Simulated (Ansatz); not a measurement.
# Li2ClF: the band gap up the ladder of functionals

An exercise on one series of results from a longer session: the logs are not shown, and one member is left open.

The runs shown are made with Ansatz 0.2.0. PAW datasets, plane waves. (Calculated; spin-unpolarised; the phase may be known or hypothetical.)

## The cell

The cell was relaxed beforehand with r2SCAN.

Space group R-3m (No. 166), trigonal; a = 3.288 Å, c = 15.791 Å in the conventional setting, 12.32 Å³ an atom. Near F stand 6 Li at 2.20 Å; near Cl stand 6 Li at 2.44 Å; near Li stand 3 F at 2.20 Å and 3 Cl at 2.44 Å.

The structure in full:

```cif
data_structure
_symmetry_space_group_name_H-M 'R-3m:H'
_symmetry_Int_Tables_number 166
_cell_length_a 3.2876
_cell_length_b 3.2876
_cell_length_c 15.7913
_cell_angle_alpha 90.000
_cell_angle_beta 90.000
_cell_angle_gamma 120.000
_cell_volume 147.81
loop_
_atom_site_label
_atom_site_type_symbol
_atom_site_symmetry_multiplicity
_atom_site_Wyckoff_symbol
_atom_site_fract_x
_atom_site_fract_y
_atom_site_fract_z
_atom_site_occupancy
F1 F 3 a 0.00000 0.00000 0.00000 1
Cl1 Cl 3 b 0.33333 0.66667 0.16667 1
Li1 Li 6 c 0.00000 0.00000 0.26336 1
```

Set-up of the first run:

Contents of input.yaml:

```yaml
crystal:
  lattice:
    - [1.6438003697, 0.9490485859, 5.2637591344]
    - [-1.6438003697, 0.9490485859, 5.2637591344]
    - [0.0, -1.8980971719, 5.2637591344]
  atoms:
    - { symbol: F, position: [1.0, 0.0, 0.0] }
    - { symbol: Cl, position: [0.5, 0.5, 0.5] }
    - { symbol: Li, position: [0.2633593308, 0.2633593308, 0.2633593308] }
    - { symbol: Li, position: [0.7366406692, 0.7366406692, 0.7366406692] }
kpoints:
  mp_grid: { grid: [10, 10, 10] }
  band_path:
    path:
      - [[0.0, 0.0, 0.0], [0.5, 0.5, 0.5], [0.811661601522, 0.188338398478, 0.5]]
      - [[0.5, -0.188338398478, 0.188338398478], [0.5, 0.0, 0.0], [0.0, 0.0, 0.0], [0.344169199239, -0.344169199239, 0.0]]
      - [[0.655830800761, 0.0, 0.344169199239], [0.5, 0.0, 0.5], [0.0, 0.0, 0.0]]
    npoints: 10
hamiltonian:
  xc: pbe
scf:
  occupations: { method: fermi_dirac, width: 0.02 }
  n_extra_bands: 5
output:
  forces: true
  stress: true
  eigenvalues: true
```

Among the steps run: PBE bands along the symmetry lines; Single point with r2SCAN; HSE06 at the same geometry; Quasiparticle levels, G0W0@PBE; PBE0.

One of the session's tables, all rows but one given; the rest of the session is left out.

| level | gap (eV) |
| --- | --- |
| PBE | 4.86 |
| r2SCAN | ? |
| HSE06 | 6.31 |
| G0W0@PBE (147 empty bands) | 7.59 |
| PBE0 | 7.04 |

Estimate the missing values for r2SCAN.

**Answer.** gap (eV): 5.57. In the column «gap (eV)» it lies between PBE (4.86) and HSE06 (6.31).

Meshes: PBE 10×10×10, r2SCAN 10×10×10, HSE06 6×6×6, PBE0 6×6×6

Against G0W0@PBE, PBE is short by 2.73 eV, at 64 % of it, and r2SCAN 73 %. PBE0 lies 0.73 eV above HSE06, which differs from it by screening the long-range exchange. No extrapolation in bands, cutoff or mesh was made for G0W0.

Limits of these values: Warnings in the runs' records: stress exchange threshold loose, stress scf threshold loose.
